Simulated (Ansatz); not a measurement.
# C3H2F4O: the cost of one run

Method: the levels named in each step, in Ansatz 0.2.0.

### 1 The system as given

Bond lengths: F1–C2 1.344 Å, C2–O3 1.365 Å, C2–C4 1.467 Å, O3–C4 1.402 Å, C4–C5 1.517 Å, C5–F6 1.341 Å, C5–F7 1.334 Å, C5–F8 1.333 Å, C2–H9 1.086 Å, C4–H10 1.086 Å. Angles (14 of 19 angles, heavy atoms first): F1–C2–O3 116.5°, F1–C2–C4 117.8°, O3–C2–C4 59.2°, C2–O3–C4 64.0°, C2–C4–O3 56.8°, C2–C4–C5 120.2°, O3–C4–C5 116.9°, C4–C5–F6 110.4°, C4–C5–F7 112.3°, C4–C5–F8 112.3°, F6–C5–F7 107.0°, F6–C5–F8 106.9°, F7–C5–F8 107.6°, F1–C2–H9 111.4°.

Coordinates:

```xyz
10

F    -2.7175   -0.2415    0.4268
C    -1.4726   -0.6060    0.0757
O    -1.0860   -0.3059   -1.1987
C    -0.4964    0.4580   -0.1819
C     0.9777    0.2223    0.0882
F     1.2881    0.5862    1.3415
F     1.3171   -1.0617   -0.0416
F     1.7602    0.9314   -0.7257
H    -1.2087   -1.5708    0.4975
H    -0.8010    1.4990   -0.1200
```

### 2 A rough first relaxation, PBE-D4/def2-SVP

This run stands in another session on the same molecule. It ended at:

```xyz
10

F    -2.7457   -0.2709    0.4008
C    -1.4807   -0.6082    0.0563
O    -1.0778   -0.2535   -1.2295
C    -0.4862    0.4593   -0.1263
C     0.9925    0.2249    0.1035
F     1.3449    0.7159    1.3138
F     1.2984   -1.0906    0.0735
F     1.7383    0.8472   -0.8322
H    -1.2196   -1.6252    0.4055
H    -0.8033    1.5121   -0.0037
```

### 3 Relaxation, HF/STO-3G

The input, input.yaml:

```yaml
crystal:
  periodic: [false, false, false]
  atoms:
    - { symbol: F, position_ang: [-2.74569045, -0.2708919, 0.40077074] }
    - { symbol: C, position_ang: [-1.48065852, -0.60817072, 0.05632351] }
    - { symbol: O, position_ang: [-1.07783979, -0.25352957, -1.22952121] }
    - { symbol: C, position_ang: [-0.48617439, 0.45927752, -0.12631231] }
    - { symbol: C, position_ang: [0.99253075, 0.22487485, 0.10351751] }
    - { symbol: F, position_ang: [1.34492093, 0.71592774, 1.3138382] }
    - { symbol: F, position_ang: [1.29837522, -1.09058765, 0.07346419] }
    - { symbol: F, position_ang: [1.73827996, 0.84723092, -0.83220342] }
    - { symbol: H, position_ang: [-1.21957379, -1.62521073, 0.40548225] }
    - { symbol: H, position_ang: [-0.80327992, 1.51206955, -0.00370947] }
basis:
  gaussian: { orbitals: STO-3G }
hamiltonian:
  xc: hf
relax:
  f_tol: 0.002
  max_steps: 150
```

The run is started by

```bash
> ansatz run input.yaml --threads 4 --pin off --max-ram 10240MiB --backend cpu --events-out ev --progress --plain --runs-dir out
```

**Question.** How long does this run take on 4 threads of Arm Neoverse V2, shared host, and how much memory does it need?

About 5.2 s, with a peak of 0.11 GiB.
